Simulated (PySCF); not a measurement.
**The bond of CdSi, level by level**

The task here is to estimate one member of a computed series from the others.

Method: Cd def2-SVPD with ECP28, Si def2-SVPD, scalar-relativistic core potentials; program: PySCF 2.14.0.

Set-up of the first run:

Settings of the job:

```
atoms                         : Cd, Si
charge                        : 0
basis                         : Cd def2-SVPD with ECP28, Si def2-SVPD
Hamiltonian                   : scalar-relativistic core potentials
basis functions               : 58
electrons treated             : 34
masses in u                   : 113.9034, 27.9769
levels                        : PBE0, PBE, r²SCAN, BLYP, PW91, M06, CAM-B3LYP, HF, MP2, SCS-MP2
grid                          : 80 radial by 434 angular points
occupations                   : held fixed by the projection of orbital angular momentum
dissociation limit            : Cd + Si, each in its ground configuration
starting distance in angstrom : 2.515
values of 2S to try           : 0, 2
```

On the command line:

```
$ OMP_NUM_THREADS=1 python dia.py task.json out
```

Among the steps run: The job; PBE0 along the bond; Higher solutions at PBE0; PBE (GGA); r²SCAN; BLYP (GGA); PW91; M06 (hybrid meta-GGA); CAM-B3LYP (range-separated hybrid); ROHF (mean field).

One table of the session follows, with a row left open; its other results are not shown here.

It belongs to the step «The curves together». Energy (eV) from each level's lowest point:

| R (Å) | ROHF | ROHF-MP2 | ROHF-SCS-MP2 | PBE | PW91 |
| --- | --- | --- | --- | --- | --- |
| 2.223 | 0.882 | 0.423 | 0.498 | 0.428 | 0.420 |
| 2.326 | 0.523 | 0.173 | 0.225 | 0.175 | 0.170 |
| 2.430 | 0.294 | 0.047 | 0.077 | 0.046 | 0.044 |
| 2.507 | 0.182 | 0.007 | 0.022 | 0.006 | 0.005 |
| 2.585 | 0.106 | 0.000 | 0.000 | 0.000 | 0.000 |
| 2.663 | 0.056 | 0.015 | 0.001 | 0.018 | 0.019 |
| 2.766 | 0.018 | 0.055 | 0.024 | 0.067 | 0.069 |
| 2.895 | 0.000 | 0.121 | 0.071 | 0.150 | 0.153 |
| 3.050 | ? | ? | ? | ? | ? |
| 3.257 | 0.017 | 0.309 | 0.219 | 0.408 | 0.412 |

Q: Estimate the row for R (Å) = 3.050 from the others.

Worked estimate for «ROHF». A straight line through the neighbours (2.895, 0.000) and (3.257, 0.017) gives 0.000 + (0.017 − 0.000) × (3.050 − 2.895) / (3.257 − 2.895) = 0.007; a parabola fitted to 3 rows on both sides gives -0.005.

**Answer.** ROHF: 0.001; ROHF-MP2: 0.206; ROHF-SCS-MP2: 0.137; PBE: 0.263; PW91: 0.266. In «ROHF» the line misses by +0.006 and the parabola by -0.006. Between these rows the values bend or scatter more than so simple an estimate can follow.

State 3 has its PBE0 minimum 0.63 eV higher. The other levels ran on the lowest alone.
